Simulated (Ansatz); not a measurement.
# C2H10B2Si: a ladder of functionals and wavefunction methods

How much do the methods differ for C2H10B2Si? The plan is to run it at one geometry with functionals of several rungs and with coupled cluster, and see how far each lands from CCSD(T) at the basis-set limit for the atomisation energy.

Method: functionals in def2-TZVPP, the program's frozen cores in correlated methods; program: Ansatz 0.2.0, Gaussian basis.

Plan: LDA (SPW92), PBE-D4, revPBE-D4, BLYP-D4, r2SCAN-D4, B97M-V, PBE0-D4, B3LYP-D4, r2SCANh-D4, r2SCAN0-D4, HSE06-D4, BHLYP-D4, CAM-B3LYP-D4, LC-ωPBE, ωB97X-V, ωB97M-V, B2PLYP, PBE-QIDH; CCSD(T)/def2-SVP; CCSD(T)/def2-TZVPP; MP2/def2-QZVPP; extrapolation to the limit; RPA on PBE.

## (1) Structure used throughout

All runs share one geometry, relaxed beforehand with PBE0-D4 in a triple-zeta def2 set.

15 atoms, charge 0, spin multiplicity 1.

Atoms are counted from 1 here; the program's logs count them from 0.

Bond lengths: B1–B2 1.537 Å, B1–Si4 2.122 Å, B1–H6 1.205 Å, B1–H7 1.204 Å, B2–C3 1.521 Å, C3–H8 1.095 Å, C3–H9 1.092 Å, C3–H10 1.097 Å, Si4–C5 1.876 Å, Si4–H11 1.496 Å, Si4–H12 1.495 Å, C5–H13 1.091 Å, C5–H14 1.093 Å, C5–H15 1.091 Å. Angles: B2–B1–Si4 81.7°, B2–B1–H6 118.4°, B2–B1–H7 120.0°, Si4–B1–H6 100.9°, Si4–B1–H7 101.1°, H6–B1–H7 119.6°, B1–B2–C3 172.1°, B2–C3–H8 111.4°, B2–C3–H9 112.5°, B2–C3–H10 108.4°, H8–C3–H9 109.2°, H8–C3–H10 107.0°, H9–C3–H10 108.2°, B1–Si4–C5 103.9°, B1–Si4–H11 114.9°, B1–Si4–H12 114.0°, C5–Si4–H11 108.9°, C5–Si4–H12 109.3° and more.

## (2) LDA

This LDA is Slater exchange with PW92 correlation.

The input, in.yaml:

```yaml
crystal:
  periodic: [false, false, false]
  atoms:
    - {symbol: B, position_ang: [-0.102687, 1.304463, 0.633557]}
    - {symbol: B, position_ang: [0.615600, 0.228734, 1.463692]}
    - {symbol: C, position_ang: [1.313365, -0.956931, 2.113070]}
    - {symbol: Si, position_ang: [-0.307376, -0.316844, -0.720207]}
    - {symbol: C, position_ang: [-1.173811, 0.439029, -2.202204]}
    - {symbol: H, position_ang: [0.565560, 2.064883, -0.020704]}
    - {symbol: H, position_ang: [-1.256476, 1.566629, 0.856746]}
    - {symbol: H, position_ang: [0.720653, -1.872376, 2.015909]}
    - {symbol: H, position_ang: [1.536910, -0.783595, 3.168203]}
    - {symbol: H, position_ang: [2.260018, -1.131430, 1.586858]}
    - {symbol: H, position_ang: [0.981517, -0.928013, -1.170972]}
    - {symbol: H, position_ang: [-1.128519, -1.449763, -0.192898]}
    - {symbol: H, position_ang: [-0.567231, 1.241558, -2.625600]}
    - {symbol: H, position_ang: [-1.344014, -0.317332, -2.972332]}
    - {symbol: H, position_ang: [-2.135410, 0.860187, -1.903718]}
basis:
  gaussian: {orbitals: def2-TZVPP}
hamiltonian: {xc: lda}
output: {orbitals: {seedname: orbitals}}
```

Further steps of the session: PBE-D4 (GGA); revPBE-D4 (GGA); BLYP-D4 (GGA); r2SCAN-D4 (meta-GGA); B97M-V (meta-GGA); PBE0-D4 (hybrid); B3LYP-D4 (hybrid); r2SCANh-D4 (hybrid); r2SCAN0-D4 (hybrid); HSE06-D4 (hybrid); BHLYP-D4 (hybrid); CAM-B3LYP-D4 (range-separated); LC-ωPBE (range-separated); ωB97X-V (range-separated); ωB97M-V (range-separated); B2PLYP (double hybrid); PBE-QIDH (double hybrid); CCSD(T) in def2-SVP; CCSD(T) in def2-TZVPP; MP2 in def2-QZVPP; RPA on PBE orbitals.

Q: Predict the results of all the runs planned. Wanted: atomisation energy, CCSD(T)/CBS; farthest beyond LDA; mean size of error, GGA; mean size of error, meta-GGA; mean size of error, hybrid; mean size of error, range-separated; mean size of error, double hybrid; gap, smallest and largest; T1 diagnostic.

**Answer**, as computed:

| quantity | value |
| --- | --- |
| atomisation energy, CCSD(T)/CBS | 5304.9 kJ/mol |
| functionals within 26.5 kJ/mol (0.5 %) | revPBE-D4, BLYP-D4, LC-ωPBE, PBE-QIDH |
| farthest beyond LDA | PBE-D4 (+95.6 kJ/mol) |
| mean size of error, GGA | 33.4 kJ/mol |
| mean size of error, meta-GGA | 76.2 kJ/mol |
| mean size of error, hybrid | 47.4 kJ/mol |
| mean size of error, range-separated | 34.7 kJ/mol |
| mean size of error, double hybrid | 20.7 kJ/mol |
| gap, smallest and largest | 3.55 eV (LDA (SPW92)), 10.40 eV (LC-ωPBE) |
| T1 diagnostic | 0.0128 |
| triples share of the correlation energy | 4.0 % |

In words: The LDA atomisation energy is off by 680.3 kJ/mol (13 %): it overbinds. PBE-D4 misses by +95.6 kJ/mol. Double hybrids carry the basis error of their MP2 part in triple zeta, and no dispersion term here, so their miss is partly the set-up's. Taken by rung, double hybrid functionals do best (20.7 kJ/mol on average) and meta-GGA ones worst beyond LDA (76.2 kJ/mol). The gap between the best rungs is small, so their order is not settled. Misses under about 26.5 kJ/mol are within the doubt on the reference itself, which lacks core-valence correlation, relativity and higher excitations. Hartree-Fock recovers 77 % of the binding; the rest is correlation. CCSD(T) in def2-SVP is off by -235.3 kJ/mol, so the small basis spoils what the method gains. Orbital gaps span 3.6 to 10.4 eV; exact exchange widens them.
